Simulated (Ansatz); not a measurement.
# CH₈NPSi: one species, many methods

Aim: compute CH₈NPSi with functionals from several rungs and with coupled cluster. The yardstick is the atomisation energy at the CCSD(T) limit.

Method: functionals in def2-TZVPP, the program's frozen cores in correlated methods; program: Ansatz 0.2.0, Gaussian basis.

The runs, in order: PBE-D4, r2SCAN-D4, PBE0-D4, B3LYP-D4, ωB97X-V, ωB97M-V, B2PLYP; CCSD(T)/def2-TZVPP; MP2/def2-QZVPP; extrapolation to the limit.

## (1) The geometry

All runs share one geometry, relaxed beforehand with PBE0-D4 in a triple-zeta def2 set.

SMILES `NC[SiH2]P`, 12 atoms, charge 0, spin multiplicity 1.

Atoms are counted from 1 here; the program's logs count them from 0.

Bond lengths: N1–C2 1.456 Å, N1–H5 1.012 Å, N1–H6 1.012 Å, C2–Si3 1.884 Å, C2–H7 1.103 Å, C2–H8 1.096 Å, Si3–P4 2.261 Å, Si3–H9 1.486 Å, Si3–H10 1.489 Å, P4–H11 1.421 Å, P4–H12 1.419 Å. Angles: C2–N1–H5 111.4°, C2–N1–H6 111.3°, H5–N1–H6 107.3°, N1–C2–Si3 110.5°, N1–C2–H7 115.1°, N1–C2–H8 109.0°, Si3–C2–H7 108.9°, Si3–C2–H8 106.6°, H7–C2–H8 106.2°, C2–Si3–P4 108.0°, C2–Si3–H9 110.7°, C2–Si3–H10 109.5°, P4–Si3–H9 107.1°, P4–Si3–H10 112.5°, H9–Si3–H10 109.2°, Si3–P4–H11 94.2°, Si3–P4–H12 94.2°, H11–P4–H12 93.8°.

## (2) PBE-D4 (GGA)

Input file in.yaml:

```yaml
crystal:
  periodic: [false, false, false]
  atoms:
    - {symbol: N, position_ang: [-1.023271, 1.591588, 0.018659]}
    - {symbol: C, position_ang: [-1.070818, 0.250282, -0.545637]}
    - {symbol: Si, position_ang: [0.656982, -0.496938, -0.620846]}
    - {symbol: P, position_ang: [1.512635, -0.486956, 1.472323]}
    - {symbol: H, position_ang: [-1.948235, 1.996301, 0.087253]}
    - {symbol: H, position_ang: [-0.627043, 1.584802, 0.950129]}
    - {symbol: H, position_ang: [-1.742333, -0.453130, -0.025965]}
    - {symbol: H, position_ang: [-1.432100, 0.310450, -1.578609]}
    - {symbol: H, position_ang: [1.553852, 0.337585, -1.462488]}
    - {symbol: H, position_ang: [0.579796, -1.867955, -1.197794]}
    - {symbol: H, position_ang: [0.889701, -1.707833, 1.846274]}
    - {symbol: H, position_ang: [2.727733, -1.113497, 1.090702]}
basis:
  gaussian: {orbitals: def2-TZVPP}
hamiltonian: {xc: pbe, dispersion: d4}
output: {forces: true, orbitals: {seedname: orbitals}}
```

Command:

```bash
$ ansatz run in.yaml --threads 4 --pin off --events-out ev --progress --plain --max-ram 10444MiB
```

After this run come: r2SCAN-D4 (meta-GGA); PBE0-D4 (hybrid); B3LYP-D4 (hybrid); ωB97X-V (range-separated); ωB97M-V (range-separated); B2PLYP (double hybrid); CCSD(T) in def2-TZVPP; MP2 in def2-QZVPP.

Before running them: what should the planned runs give, taken together? Wanted: atomisation energy, CCSD(T)/CBS; farthest; mean size of error, hybrid; mean size of error, range-separated; gap, smallest and largest; T1 diagnostic; triples share of the correlation energy.

The runs gave:

```
                               quantity                                 value
        atomisation energy, CCSD(T)/CBS                         3861.1 kJ/mol
 functionals within 19.3 kJ/mol (0.5 %)                    r2SCAN-D4, PBE0-D4
                               farthest                 B2PLYP (-47.6 kJ/mol)
             mean size of error, hybrid                           14.8 kJ/mol
    mean size of error, range-separated                           34.2 kJ/mol
              gap, smallest and largest  4.87 eV (PBE-D4), 11.71 eV (ωB97X-V)
                          T1 diagnostic                                0.0115
triples share of the correlation energy                                 3.8 %
```

PBE-D4 is off by +42.5 kJ/mol. Double hybrids carry the basis error of their MP2 part in triple zeta, and no dispersion term here, so their miss is partly the set-up's. The reference freezes the cores and leaves out relativity and excitations past (T), so misses under about 19.3 kJ/mol can't be ranked. Hartree-Fock recovers 71 % of the binding; the rest is correlation. Orbital gaps span 4.9 to 11.7 eV; exact exchange widens them.
